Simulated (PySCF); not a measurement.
# Solver options tried on SbH (triplet)

Aim: find out which solver settings change the answer for SbH (triplet).

Program: PySCF 2.14.0. Level of theory: method and basis as typed in the scripts. These are calculated values, not measurements.

3 further runs of the same task are left out: 3 that didn't finish.

### Step 1. The system as given

SbH (triplet): 2 atoms, charge 0, spin multiplicity 3.

Bond lengths: Sb1–H2 1.685 Å.

### Step 2. The base run

File input.py:

```python
from pyscf import gto, dft

mol = gto.M(
    atom='Sb 0 0 0; H 0 0 1.685',
    basis='def2-svp',
    ecp={'Sb': 'def2-svp'},
    charge=0,
    spin=2,
    verbose=4,
)
mf = dft.UKS(mol, xc='hcth407')
mf.kernel()
mf.stability(internal=True, external=True)
mf.dip_moment()
print('orbital energies (hartree):', [e[max(0, n-3):n+3].round(4) for e, n in zip(mf.mo_energy, mol.nelec)])
```

On the command line:

```sh
$ OMP_NUM_THREADS=1 python input.py
```

Its log is not repeated here.

It gives: E(SCF) = -241.451528 Eh, 10 cycles, ⟨S²⟩ = 2.006, μ = 0.09 D, internal stable; real -> complex stable; UHF/UKS -> GHF/GKS stable.

The bond length is a typed value, not an optimised one. The triplet is typed in the script; nothing here shows that it is the ground state.

### Step 3. Smearing width 0.01 hartree

Run 1 changes smearing width: none → 0.01 hartree; step after the SCF: stability → none.

File input.py:

```python
from pyscf import gto, dft, scf

mol = gto.M(
    atom='Sb 0 0 0; H 0 0 1.685',
    basis='def2-svp',
    ecp={'Sb': 'def2-svp'},
    charge=0,
    spin=2,
    verbose=4,
)
mf = dft.UKS(mol, xc='hcth407')
mf = scf.addons.smearing_(mf, sigma=0.01, method='fermi')
mf.kernel()
mf.dip_moment()
print('orbital energies (hartree):', [e[max(0, n-3):n+3].round(4) for e, n in zip(mf.mo_energy, mol.nelec)])
```

On the command line:

```sh
$ OMP_NUM_THREADS=1 python input.py
```

### Step 4. Smearing width 0.001 hartree

Run 2 changes smearing width: none → 0.001 hartree; step after the SCF: stability → none.

Edit input.py of step 2 so:

```diff
@@ -1,2 +1,2 @@
-from pyscf import gto, dft
+from pyscf import gto, dft, scf
 
@@ -11,4 +11,4 @@
 mf = dft.UKS(mol, xc='hcth407')
+mf = scf.addons.smearing_(mf, sigma=0.001, method='fermi')
 mf.kernel()
-mf.stability(internal=True, external=True)
 mf.dip_moment()
```

### Step 5. Damping 0.5

Run 3 changes damping: none → 0.5.

Edit input.py of step 2 so:

```diff
@@ -11,2 +11,4 @@
 mf = dft.UKS(mol, xc='hcth407')
+mf.damp = 0.5
+mf.diis_start_cycle = 8
 mf.kernel()
```

Before running it: what results should come out? Wanted: for each run, E(SCF); from base; gap, α spin; SCF dipole; after the SCF.

As calculated:

| run | E(SCF) (hartree) | from base (eV) | cycles | gap, α spin (eV) | SCF dipole (D) | after the SCF |
| --- | --- | --- | --- | --- | --- | --- |
| base | -241.451528 | 0 | 10 | 5.06 | 0.09 | stable |
| smearing width 0.01 hartree | -241.420397 | not comparable | 8 | n/a | 0.09 | n/a |
| smearing width 0.001 hartree | -241.420401 | not comparable | 8 | n/a | 0.09 | n/a |
| damping 0.5 | -241.451528 | 0.0000 | 12 | 5.06 | 0.09 | stable |

Distance from each run's final energy (log10 hartree) by cycle:

| run | cycle 1 | cycle 2 | cycle 3 | cycle 5 | cycle 8 | cycle 12 |
| --- | --- | --- | --- | --- | --- | --- |
| base | 0.0 | -0.2 | -1.9 | -4.5 | -8.9 | done |
| smearing width 0.01 hartree | 0.0 | -0.1 | -1.9 | -5.1 | -9.1 | done |
| smearing width 0.001 hartree | 0.0 | -0.1 | -1.9 | -5.1 | -9.7 | done |
| damping 0.5 | 0.0 | -0.9 | -2.1 | -4.2 | -6.9 | < -11 |

In words: No change of the SCF energy comes from damping 0.5.
